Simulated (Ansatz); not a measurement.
# CH5GaO: the cost of one run

All numbers below are computed with Ansatz 0.2.0 (RKS PBE-D4/def2-SVP).

## Step 1: The system as given

Bond lengths: Ga1–H2 1.770 Å, Ga1–O3 1.990 Å, O3–H4 1.010 Å, Ga1–C5 1.980 Å, C5–H6 1.110 Å, C5–H7 1.110 Å, C5–H8 1.110 Å. Angles: H2–Ga1–O3 42.6°, H2–Ga1–C5 157.4°, O3–Ga1–C5 160.0°, Ga1–O3–H4 105.4°, Ga1–C5–H6 109.5°, Ga1–C5–H7 109.5°, Ga1–C5–H8 109.5°, H6–C5–H7 109.4°, H6–C5–H8 109.4°, H7–C5–H8 109.4°.

Coordinates:

```xyz
8

Ga    0.0000    0.0000    0.0000
H     1.0752    0.0000    1.4060
O     1.9596    0.0000    0.3462
H     2.2595   -0.9519    0.1913
C    -1.7147    0.0000   -0.9900
H    -2.2748   -0.9305   -0.7608
H    -2.3188    0.8797   -0.6846
H    -1.5130    0.0508   -2.0803
```

## Step 2: A restrained relaxation towards end A

Springs on the bonds that form and break draw the guess towards this end; the thresholds are loose.

input.yaml reads:

```yaml
crystal:
  periodic: [false, false, false]
  atoms:
    - { symbol: Ga, position_ang: [0.0, 0.0, 0.0] }
    - { symbol: H, position_ang: [1.0752, 0.0, 1.406] }
    - { symbol: O, position_ang: [1.9596, 0.0, 0.3462] }
    - { symbol: H, position_ang: [2.2595, -0.9519, 0.1913] }
    - { symbol: C, position_ang: [-1.7147, 0.0, -0.99] }
    - { symbol: H, position_ang: [-2.2748, -0.9305, -0.7608] }
    - { symbol: H, position_ang: [-2.3188, 0.8797, -0.6846] }
    - { symbol: H, position_ang: [-1.513, 0.0508, -2.0803] }
basis:
  gaussian: { orbitals: def2-SVP }
hamiltonian:
  xc: pbe
  dispersion: d4
relax:
  f_tol: 0.15
  max_steps: 25
  restrain:
    - { distance: [1, 2], at: 2.21, k: 30.0 }
    - { distance: [0, 1], at: 1.57, k: 30.0 }
    - { distance: [0, 2], at: 1.79, k: 30.0 }
```

The run is started by

```sh
$ ansatz run input.yaml --threads 2 --pin off --max-ram 3072MiB --backend cpu --events-out ev --progress --plain --runs-dir out
```

What time and memory should one allow on 2 threads of Arm Neoverse V1, shared host?

About 13 s, with a peak of 0.12 GiB.
